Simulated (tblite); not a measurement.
# C5H14SSi2: the cost of one run

Computed with tblite 0.8.0 and PySCF 2.14.0, with density-fitted response routines of our own, on a single molecule in the gas phase. Atoms count from 0, in the outputs and in this text.

### 1 The molecule as given

22 atoms, charge 0, multiplicity 1; geometry from: force field or distance geometry start.

Bonds of the start (Å): C0–S1 1.82, S1–C2 1.82, C2–Si3 1.86, Si3–C4 1.83, C4–C5 1.45, C5–C6 1.45, C6–Si7 1.84, Si7–Si3 2.24, C0–H8 1.10, C0–H9 1.11, C0–H10 1.10, C2–H11 1.11, C2–H12 1.10, Si3–H13 1.47, C4–H14 1.12, C4–H15 1.12, C5–H16 1.11, C5–H17 1.12, C6–H18 1.13, C6–H19 1.11, Si7–H20 1.46, Si7–H21 1.46.

### 2 Relaxing the molecule with GFN2-xTB

Job settings and geometry (Å):

```
{"job": {"kind": "relax", "xc": "GFN2-xTB", "basis": "xTB"}, "charge": 0, "multiplicity": 1}
C      4.303700     0.490400     0.328000
S      2.628800     1.118700    -0.010600
C      1.541200    -0.320000    -0.222300
Si    -0.103900     0.018100     0.573300
C     -1.296200    -1.347100     0.288100
C     -2.602400    -0.922100    -0.186200
C     -2.850900     0.479900    -0.452000
Si    -1.332100     1.514300    -0.554600
H      4.647200    -0.194300    -0.462400
H      4.985600     1.359900     0.405400
H      4.272800    -0.017500     1.307600
H      2.004400    -1.161500     0.339500
H      1.383800    -0.560500    -1.288700
H      0.028500     0.373500     1.991100
H     -0.840900    -2.032600    -0.465900
H     -1.394200    -1.946400     1.226500
H     -2.849500    -1.508900    -1.100800
H     -3.359100    -1.278900     0.564700
H     -3.490200     0.908300     0.371900
H     -3.461700     0.591100    -1.370200
H     -1.385400     2.744500     0.232200
H     -0.840200     1.710500    -1.916200
```

On the command line:

```sh
OMP_NUM_THREADS=1 python probes_run.py task.json out
```

This one command runs all jobs of the session in turn.

Q: Estimate the wall time and peak memory of this first job on 1 thread of Arm Neoverse V1, shared host.

About 2.1 s, with a peak of 0.18 GiB.
